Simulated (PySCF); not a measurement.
**A diatomic session: KTl**

What are the lowest state that PBE0 finds, the bond length, vibrational wavenumber and bond energy of KTl, and how much do these hang on the method?

Program: PySCF 2.14.0. Level of theory: K def2-SVP, Tl def2-SVP with ECP60, scalar-relativistic core potentials. These are calculated values, not measurements.

### Step 1. The job

A driver script around PySCF takes these settings:

```
atoms                         : K, Tl
charge                        : 0
basis                         : K def2-SVP, Tl def2-SVP with ECP60
Hamiltonian                   : scalar-relativistic core potentials
basis functions               : 50
electrons treated             : 40
masses in u                   : 38.9637, 204.9744
levels                        : PBE0, PBE, r²SCAN, B2PLYP, BP86, M06-L, HF, MP2, SCS-MP2, CCSD, CCSD(T)
grid                          : 80 radial by 434 angular points
occupations                   : held fixed by the projection of orbital angular momentum
dissociation limit            : K + Tl, each in its ground configuration
starting distance in angstrom : 3.375
values of 2S to try           : 0, 2
```

Command:

```sh
$ OMP_NUM_THREADS=1 python dia.py task.json out
```

Further steps of the session: The PBE0 curve of the state that the search chose; Excited determinants; PBE (GGA); r²SCAN (meta-GGA); B2PLYP (double hybrid); BP86 (GGA); M06-L (meta-GGA); RHF; MP2 and coupled cluster.

**Question.** What will these runs give? Wanted: for each run, Re; ωe; De; μ.

**Answer**, as computed:

Lowest PBE0 solution found, without spin–orbit coupling: ¹Σ⁺ (singlet), closed shell. State 2 has its PBE0 minimum 0.06 eV higher. State 3 has its PBE0 minimum 0.23 eV higher, as a spin-mixed determinant (⟨S²⟩ = 1.00), so this is no gap between pure states. State 4 has its PBE0 minimum 0.51 eV higher. The other levels ran on the lowest alone.

| level | Re (Å) | ωe (cm⁻¹) | De (eV) | μ (D) |
| --- | --- | --- | --- | --- |
| RHF | 3.910 | 89.3 | -0.264 | -4.25 |
| RHF-MP2 | 3.801 | 94.0 | 0.314 | n/a |
| RHF-SCS-MP2 | 3.832 | 91.6 | 0.328 | n/a |
| RHF-CCSD | 3.839 | 88.6 | 0.438 | n/a |
| RHF-CCSD(T) | 3.846 | 85.9 | 0.50 | n/a |
| PBE | 3.798 | 86.9 | 0.67 | -1.95 |
| BP86 | 3.783 | 87.7 | 0.64 | -2.09 |
| r²SCAN | 3.808 | 89.1 | 0.460 | -2.97 |
| M06-L | 3.810 | 86.5 | n/a | -4.77 |
| PBE0 | 3.783 | 90.8 | 0.53 | -2.89 |
| B2PLYP | 3.780 | 91.5 | 0.52 | -3.18 |

De is counted to K + Tl in their ground configurations. A positive dipole means K(−)Tl(+).

**Reading.** Bond lengths run from 3.780 Å (B2PLYP) to 3.910 Å (RHF). CCSD(T) can't serve as the judge here: for a weak bond in this basis it is far from its limit. Among the levels with a De in the table, it runs from -0.264 eV (RHF) to 0.67 eV (PBE).

Correlated steps freeze 9 core orbitals. These are scalar-relativistic numbers at best; spin–orbit coupling would shift them, the dissociation energy most. B2PLYP dipoles, levels and charges come from its SCF part alone. A negative De means that the minimum lies above the separated atoms at that level.
